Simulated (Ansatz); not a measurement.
This script makes an atomisation energy of FGeH₅Sn, SMILES [F][SnH2][GeH3] with the Python package of Ansatz (0.2.0).

The script, `fgeh5sn.py`:
```python
'''Atomisation energy of FGeH5Sn at the given geometry.'''

from collections import Counter

import ansatz as az
from ase import Atoms


def energy(molecule, charge=0, unpaired=0):
    calc = (
        molecule.calculation()
        .basis(gaussian='def2-TZVP')
        .correlation('ccsd_t')
    )
    if charge:
        calc = calc.charge(charge)
    if unpaired:
        calc = calc.spin('collinear', total=unpaired)
    return calc.run(threads=1).report['free_energy_ev']

atoms = Atoms(['F', 'Sn', 'Ge', 'H', 'H', 'H', 'H', 'H'], positions=[
    (-2.1672, 1.3805, 0.0131),
    (-0.6183, 0.7163, -0.8436),
    (0.631, -0.7764, 0.8336),
    (-0.9889, -0.2228, -2.245),
    (0.4174, 2.0366, -1.3601),
    (1.0602, 0.0813, 2.0847),
    (1.9679, -1.3392, 0.178),
    (-0.2098, -1.9333, 1.2836),
])
fgeh5sn = az.Crystal.molecule_from_ase(atoms)

# Hund ground states
unpaired = {'F': 1, 'Sn': 2, 'Ge': 2, 'H': 1}
counts = Counter(site.symbol for site in fgeh5sn.cartesian_sites)
atom_energy = {s: energy(az.Crystal.molecule().atom(s, (0, 0, 0)), 0, unpaired[s]) for s in counts}
whole = energy(fgeh5sn, 0, 0)
for s, e in atom_energy.items():
    print(f'{s:2s} x{counts[s]}  {e:14.5f} eV')
print(f'FGeH5Sn: {whole:.5f} eV')
split = sum(counts[s] * e for s, e in atom_energy.items()) - whole
print(f'atomisation energy (no zero-point term): {split:.3f} eV, {split / sum(counts.values()):.3f} eV an atom')
```

What does it cost to take this molecule apart into atoms?

20.503 eV from the electronic energies, without the zero-point term.

The output:

Running `python fgeh5sn.py` prints:
```text
F  x1     -2710.93587 eV
Sn x1     -5812.55574 eV
Ge x1    -56477.67202 eV
H  x5       -13.60052 eV
FGeH5Sn: -65089.66903 eV
atomisation energy (no zero-point term): 20.503 eV, 2.563 eV an atom
```

Total energies depend on the basis set; only differences at equal settings carry meaning. The geometry is a force-field or estimated start, not a minimum of this method, and the basis set is short of its limit. All parts are taken at fixed geometry, without zero-point energy. def2 sets replace the cores of elements past krypton by effective core potentials. The spin-orbit lowering of heavy atoms is left out. Hardware and time: 2.5 min on 1 thread of Arm Neoverse V1, on a shared host, peak memory 1.5 GiB.
